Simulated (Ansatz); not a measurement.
Consider the interaction energy of a dimer with the counterpoise correction of FH₃SSi, SMILES F[SiH2]S (the Ansatz DFT code, driven from Python).

`fh3ssi.py`
```python
"""Interaction energy of two FH3SSi molecules, with the counterpoise correction."""

import ansatz as az

SETTINGS = {
    "basis_set": "def2-SVP",
    "method": "MP2",
}

FIRST = [
    ("F", (-1.8459, 0.5638, -0.2587)),
    ("Si", (-0.4045, 0.0352, -0.3571)),
    ("S", (0.5134, 0.2613, 1.5344)),
    ("H", (-0.3559, -1.3907, -0.7175)),
    ("H", (0.3746, 0.7903, -1.3867)),
    ("H", (1.7183, -0.2599, 1.1855)),
]
SECOND = [
    ("F", (3.1281, -3.7824, 1.1472)),
    ("Si", (1.7695, -3.5864, 1.8418)),
    ("S", (1.9776, -2.0498, 3.2796)),
    ("H", (0.7129, -3.1858, 0.8992)),
    ("H", (1.3243, -4.8461, 2.5143)),
    ("H", (0.6939, -2.0773, 3.723)),
]

def energy(atoms, ghosts=()):
    molecule = az.Crystal.molecule()
    for symbol, xyz in atoms:
        molecule = molecule.atom(symbol, xyz)
    calc = (
        molecule.calculation()
        .basis(gaussian=SETTINGS["basis_set"])
        .correlation(SETTINGS["method"])
    )
    deck = calc.input()
    if ghosts:
        deck = deck.set(az.key.basis.gaussian.ghost_atoms, [{"symbol": s, "position_ang": list(xyz)} for s, xyz in ghosts])
    return az.Session.from_dict(deck).plan().execute().report["free_energy_ev"]

# monomers in their own basis and in the basis of the dimer
both = energy(FIRST + SECOND)
alone = energy(FIRST) + energy(SECOND)
ghosted = energy(FIRST, SECOND) + energy(SECOND, FIRST)
print(f"dimer {both:.6f} eV")
print(f"interaction, uncorrected   {(both - alone):8.3f} eV")
print(f"interaction, counterpoise  {(both - ghosted):8.3f} eV")
print(f"basis-set superposition    {(alone - ghosted):8.3f} eV")
```

How large is the interaction at this pose, and how much of it is basis-set superposition?

Uncorrected it is 0.065 eV, with the counterpoise correction 0.203 eV; the difference, 0.14 eV, is the superposition error. In this basis both values are repulsive.

The run itself:

`python fh3ssi.py` gives:
```text
dimer -42876.373275 eV
interaction, uncorrected      0.065 eV
interaction, counterpoise     0.203 eV
basis-set superposition       0.138 eV
```

Caveats:
- Total energies depend on the basis set; only differences at equal settings carry meaning.
- The dimer is a generated trial pose of unrelaxed monomers, not a minimum, so the figure is no binding energy, and the basis set is small.
- Run time: 7.9 s on 1 thread of Arm Neoverse V2, on a shared host, peak memory 0.35 GiB.

(Lines on the test bed's own set-up are left out of the output.)
